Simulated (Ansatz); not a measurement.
**SnH4 (SMILES [SnH4]): levels of theory compared**

We compute a comparison of 6 runs (UHF/STO-3G, HSE06/STO-3G, SVWN5/STO-3G, UPBE/STO-3G, CCSD/STO-3G, UCCSD(T)/STO-3G) of SnH4. 

The calculation is run with Ansatz 0.2.0.

### 1 Starting point

SnH4: 5 atoms, total charge 0, spin state singlet. SMILES: `[SnH4]`. The H4–Sn1 distance was set to 3.407 Å, away from the relaxed value. At this shape the atoms don't form one bonded unit as the SMILES string has it.

Bond lengths: Sn1–H2 1.704 Å, Sn1–H3 1.704 Å, Sn1–H5 1.704 Å. Angles: H2–Sn1–H3 109.5°, H2–Sn1–H5 109.5°, H3–Sn1–H5 109.5°.

### 2 A single-point energy at UHF/STO-3G (run 1)

The input, job.yaml:

```yaml
crystal:
  periodic: [false, false, false]
  atoms:
    - {symbol: Sn, position_ang: [0.116867, 0.974603, 1.392531]}
    - {symbol: H, position_ang: [0.940757, 0.121113, 2.615431]}
    - {symbol: H, position_ang: [-1.446773, 1.378013, 1.935631]}
    - {symbol: H, position_ang: [-0.116810, -0.974610, -1.392490]}
    - {symbol: H, position_ang: [0.973307, 2.399233, 1.018851]}
basis:
  gaussian:
    orbitals: STO-3G
hamiltonian:
  xc: hf
magnetization:
  spin_polarized: true
accuracy: high
```

Run with:

```sh
$ ansatz run job.yaml --threads 1 --pin off --max-ram 3480MiB --events-out events.jsonl --progress --plain --runs-dir runs
```

The log of the run:

```text
Warning: RAYON_NUM_THREADS=1 ignored (pool sized by the plan → 1); use --threads N
Functional definition: HF
  name "HF"
  exchange = exact_x
  correlation = 0
539 factors; integrals over basis functions are off by at most 4.9e-9 eV
mean field evaluation 1: about -162321.2836 eV, gradient 8.2e0 eV
mean field evaluation 2: about -162321.2641 eV, gradient 8.2e0 eV
mean field evaluation 4: about -162324.6159 eV, gradient 1.6e0 eV
mean field evaluation 8: about -162324.6550 eV, gradient 1.0e-4 eV
mean field evaluation 16: about -162324.6550 eV, gradient 2.6e-5 eV
mean field evaluation 32: about -162328.4434 eV, gradient 5.8e-9 eV
mean field -162328.44341041 eV, -5965.4602651616 hartree, gradient 7.8e-9 eV, S^2 0.980492; 2 other end points of the search recorded, 0 dependent functions left out
reference -162328.44341041 eV, -5965.4602651616 hartree; 27, 27 occupied and 4, 4 virtual orbitals, 539 factors
Total energy: -162328.44341041 eV, -5965.4602651616 hartree
```

It took 0.66 s on 1 thread of Arm Neoverse V2, shared host; peak memory 0.09 GiB.

### 3 A single-point energy at HSE06/STO-3G (run 2)

The input, molecule.yaml:

```yaml
basis:
  gaussian:
    orbitals: STO-3G
crystal:
  periodic: [false, false, false]
  atoms:
    - symbol: Sn
      position_ang: [0.116867, 0.974603, 1.392531]
    - symbol: H
      position_ang: [0.940757, 0.121113, 2.615431]
    - symbol: H
      position_ang: [-1.446773, 1.378013, 1.935631]
    - symbol: H
      position_ang: [-0.116810, -0.974610, -1.392490]
    - symbol: H
      position_ang: [0.973307, 2.399233, 1.018851]
hamiltonian:
  xc: hse06
accuracy: high
```

Run with:

```sh
$ ansatz run molecule.yaml --threads 1 --pin off --max-ram 3480MiB --events-out events.jsonl --progress --plain --runs-dir runs
```

The log of the run:

```text
Warning: RAYON_NUM_THREADS=1 ignored (pool sized by the plan → 1); use --threads N
Functional definition: HSE06
  name "HSE06"
  parameter a = 0.25
  parameter omega = 0.11/bohr
  exchange = pbe_x - a*pbe_x_sr(omega) + a*exact_x_sr(omega)
  correlation = pbe_c
539 factors; integrals over basis functions are off by at most 4.9e-9 eV
52 factors; integrals over basis functions are off by at most 1.1e-9 eV
mean field evaluation 1: about -162370.9507 eV, gradient 1.7e1 eV
mean field evaluation 2: about -162365.5329 eV, gradient 1.4e1 eV
mean field evaluation 4: about -162370.9101 eV, gradient 1.5e1 eV
mean field evaluation 8: about -162373.7002 eV, gradient 1.5e1 eV
mean field evaluation 16: about -162376.3290 eV, gradient 2.7e-8 eV
mean field -162376.32904300 eV, -5967.2200297014 hartree, gradient 2.7e-8 eV, S^2 0.000000; 0 other end points of the search recorded, 0 dependent functions left out
reference -162376.32904497 eV, -5967.2200297737 hartree; 27, 27 occupied and 4, 4 virtual orbitals, 539 factors
Total energy: -162376.32904497 eV, -5967.2200297737 hartree
```

It took 1.7 s on 1 thread of Arm Neoverse V2, shared host; peak memory 0.1 GiB.

Runs 3 to 5 aren't shown in full; the table further down has their settings and results.

### 4 The energy at UCCSD(T)/STO-3G (run 6)

job.yaml, as its differences from that of step 2:

```diff
@@ -11,6 +11,9 @@
     orbitals: STO-3G
-hamiltonian:
-  xc: hf
 magnetization:
   spin_polarized: true
+correlation:
+  method: ccsd_t
+  frozen_orbitals: {H: 0, Sn: 18}
 accuracy: high
+scf:
+  omitted_lower_state_checks: [cluster_reference, increment]
```

Run with:

```sh
$ ansatz run job.yaml --threads 1 --pin off --max-ram 3480MiB --events-out events.jsonl --progress --plain --runs-dir runs
```

The log of the run:

```text
Warning: RAYON_NUM_THREADS=1 ignored (pool sized by the plan → 1); use --threads N
[... 13 lines left out ...]
18 core orbitals not correlated: weight in the atoms' cores, before any rotation towards them, 1.000 or more for the frozen orbitals, at most 0.000 for the correlated occupied ones
[... 25 lines left out ...]
Total energy: -162329.91148804 eV, -5965.5142160196 hartree
Checks for a lower state left out: cluster_reference, increment
```

Run time: 0.9 s. Hardware: 1 thread of Arm Neoverse V2, shared host; peak memory 0.093 GiB.

### 5 Overview of the runs

```csv
run,level,frozen core orbitals,energy (Eh),wall time
1,UHF/STO-3G,–,-5965.460265,0.66 s
2,HSE06/STO-3G,–,-5967.220030,1.7 s
3,SVWN5/STO-3G,–,-5961.697778,0.93 s
4,UPBE/STO-3G,–,-5966.909273,4.8 s
5,CCSD/STO-3G,18,-5965.512811,0.46 s
6,UCCSD(T)/STO-3G,18,-5965.514216,0.9 s
```

### 6 Summary of results

| quantity | value |
| --- | --- |
| run 6: total energy | -5965.51422 Eh |
| run 6: correlation energy (18 core orbitals frozen) | -54.0 mEh |
| run 6: (T) correction | -0.82 mEh |
| run 6: ⟨S²⟩ of the reference determinant | 0.980 |
| run 6: T1 diagnostic | 0.015 |

In words: Below the UHF energy at the same shape and in the same basis (STO-3G): CCSD -52.5 mEh; UCCSD(T) -54.0 mEh. Totals of different functionals can't be ranked against each other. In run 5 the T1 diagnostic is large, so a single reference may not serve. In runs 1, 2, 3, 4, 5, 6 the basis is minimal, so dipoles, gaps and forces are rough. In runs 1, 2, 3, 4, 5, 6 relativity is left out where basis or elements ask for it. Spin contamination of the reference: run 1 ⟨S²⟩ = 0.98, run 6 ⟨S²⟩ = 0.98, run 4 ⟨S²⟩ = 0.91. Values this far off mean a mixture of spin states, so those rows aren't the state named. All runs together took 9.4 s, the longest 4.8 s.
